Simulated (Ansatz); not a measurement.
# C3H7AlO2: one species, many methods

The task here is to estimate one member of a computed series from the others.

Program: Ansatz 0.2.0, Gaussian basis. Level of theory: functionals in def2-TZVPP, the program's frozen cores in correlated methods. These are calculated values, not measurements.

Plan: PBE-D4, r2SCAN-D4, PBE0-D4, B3LYP-D4, ωB97X-V, ωB97M-V, B2PLYP; CCSD(T)/def2-TZVPP; MP2/def2-QZVPP; extrapolation to the limit.

### The geometry

All runs share one geometry, relaxed beforehand with PBE0-D4 in a triple-zeta def2 set.

13 atoms, charge 0, spin multiplicity 1.

Atoms are counted from 1 here; the program's logs count them from 0.

Bond lengths: C1–C2 1.488 Å, C1–H7 1.092 Å, C1–H8 1.095 Å, C1–H9 1.095 Å, C2–Al3 1.953 Å, C2–C5 1.462 Å, Al3–O4 1.699 Å, Al3–O6 1.958 Å, Al3–H10 1.576 Å, O4–H11 0.954 Å, C5–O6 1.438 Å, C5–H12 1.089 Å, C5–H13 1.088 Å. Angles: C2–C1–H7 112.0°, C2–C1–H8 107.9°, C2–C1–H9 112.6°, H7–C1–H8 107.1°, H7–C1–H9 109.0°, H8–C1–H9 108.1°, C1–C2–Al3 135.4°, C1–C2–C5 118.7°, Al3–C2–C5 98.3°, C2–Al3–O4 121.4°, C2–Al3–O6 48.0°, C2–Al3–H10 119.4°, O4–Al3–O6 115.0°, O4–Al3–H10 118.6°, O6–Al3–H10 111.2° and more.

The first run:

in.yaml

```yaml
crystal:
  periodic: [false, false, false]
  atoms:
    - {symbol: C, position_ang: [-1.617198, -0.355715, -0.229697]}
    - {symbol: C, position_ang: [-0.346747, 0.238099, 0.266319]}
    - {symbol: Al, position_ang: [1.432809, -0.442385, 0.695211]}
    - {symbol: O, position_ang: [1.840592, -2.072051, 0.443844]}
    - {symbol: C, position_ang: [0.043857, 1.562320, -0.215202]}
    - {symbol: O, position_ang: [0.730302, 0.486619, -0.879151]}
    - {symbol: H, position_ang: [-1.539324, -1.436730, -0.360016]}
    - {symbol: H, position_ang: [-2.389147, -0.177458, 0.525992]}
    - {symbol: H, position_ang: [-1.952375, 0.093024, -1.170590]}
    - {symbol: H, position_ang: [2.438403, 0.471308, 1.493343]}
    - {symbol: H, position_ang: [1.316125, -2.701878, -0.044607]}
    - {symbol: H, position_ang: [0.685037, 2.208131, 0.382963]}
    - {symbol: H, position_ang: [-0.621834, 2.092016, -0.893611]}
basis:
  gaussian: {orbitals: def2-TZVPP}
hamiltonian: {xc: pbe, dispersion: d4}
output: {forces: true, orbitals: {seedname: orbitals}}
```

Started as:

```console
ansatz run in.yaml --threads 4 --pin off --events-out ev --progress --plain --max-ram 10444MiB
```

Steps of the session up to this table: PBE-D4 (GGA); r2SCAN-D4 (meta-GGA); PBE0-D4 (hybrid); B3LYP-D4 (hybrid); ωB97X-V (range-separated); ωB97M-V (range-separated); B2PLYP (double hybrid); CCSD(T) in def2-TZVPP; MP2 in def2-QZVPP.

One table of the session follows, with a row left open; its other results are not shown here.

It belongs to the step «Atomisation energies». 

| method | atomisation energy (eV) |
| --- | --- |
| PBE-D4 | 53.427 |
| r2SCAN-D4 | 52.526 |
| PBE0-D4 | 52.279 |
| B3LYP-D4 | ? |
| ωB97X-V | 52.366 |
| ωB97M-V | 52.413 |
| B2PLYP | 51.671 |
| HF/def2-TZVPP | 37.286 |
| MP2/def2-TZVPP | 52.179 |
| CCSD/def2-TZVPP | 50.090 |
| CCSD(T)/def2-TZVPP | 50.973 |
| MP2/CBS | 53.569 |
| CCSD(T)/CBS | 52.363 |

**Question.** Estimate the row for B3LYP-D4.

As computed: atomisation energy (eV): 52.038. In the column «atomisation energy (eV)» it lies between B2PLYP (51.671) and MP2/def2-TZVPP (52.179).

To keep in mind: Free atoms (3 C, 1 Al, 2 O, 7 H) were run apart at each level; the atomisation energy is their sum less the molecule, without zero-point or spin-orbit terms.
